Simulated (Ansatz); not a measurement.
# Pt: the cost of one run

Method: DFT r2SCAN, scalar-relativistic, plane waves, PAW, in Ansatz 0.2.0.

The COD cell was measured well above room temperature, so it is larger than a cold one.

7 further runs of the same task are left out: 5 that didn't finish, 2 set aside as unsound or not needed.

## 1. The starting structure

It takes space group Fm-3m (No. 225, cubic). The conventional cell has a = 4.124 Å, b = 4.124 Å, c = 4.124 Å, α = 90.00°, β = 90.00°, γ = 90.00°. Au (site symmetry m-3m) is surrounded by 12 Au at 2.92 Å.

As a file:

```
Au
1.0
     0.00000    2.06207    2.06207
     2.06207    0.00000    2.06207
     2.06207    2.06207    0.00000
Au
1
Direct
  0.00000 0.00000 0.00000
```

It is the result of an earlier relaxation at this level (volume 17.54 Å³/atom; gap on the mesh: none (metal)).

## 2. The film's bulk: Pt

Relaxed beforehand at this level: -12536.7830 eV/atom, gap on the mesh none (metal).

```cif
data_structure
_symmetry_space_group_name_H-M 'P 1'
_symmetry_Int_Tables_number 1
_cell_length_a 2.7862
_cell_length_b 2.7862
_cell_length_c 2.7862
_cell_angle_alpha 60.000
_cell_angle_beta 60.000
_cell_angle_gamma 60.000
_cell_volume 15.29
loop_
_atom_site_label
_atom_site_type_symbol
_atom_site_fract_x
_atom_site_fract_y
_atom_site_fract_z
_atom_site_occupancy
Pt1 Pt 0.00000 0.00000 0.00000 1
```

The bulk reference of Au, the base, comes from a run made before at the same settings: -13163.5038 eV/atom.

## 3. The film's bulk on the base's lattice

The (111) plane of Pt is fitted to the (111) plane of Au, a strain of +4.7 % along x and +4.7 % along y; the third vector and the atoms relax.

File input.yaml:

```yaml
crystal:
  lattice:
    - [2.9162060727, 0.0, 0.0]
    - [-1.4581030364, 2.5255085417, 0.0]
    - [1.4581030364, 0.8418361806, 2.1536977013]
  atoms:
    - { symbol: Pt, position: [0.0, 0.0, 0.0] }
basis:
  ecutwfc: 500
kpoints:
  mp_grid: { grid: [12, 12, 16] }
hamiltonian:
  xc: r2scan
scf:
  occupations: { method: gaussian, width: 0.1 }
output:
  forces: true
  stress: true
  eigenvalues: true
relax:
  adjacent_minimum: "off"
  f_tol: 0.01
  max_steps: 50
  cell: { fix: [a, b, gamma], stress_tol: 0.1 }
```

Run with:

```sh
> ansatz run input.yaml --threads 2 --pin off --max-ram 5120MiB --backend cpu --events-out ev --progress --plain --runs-dir out
```

Q: Estimate wall time and peak memory on 2 threads of Arm Neoverse V1, shared host.

About 36 s, with a peak of 0.5 GiB.
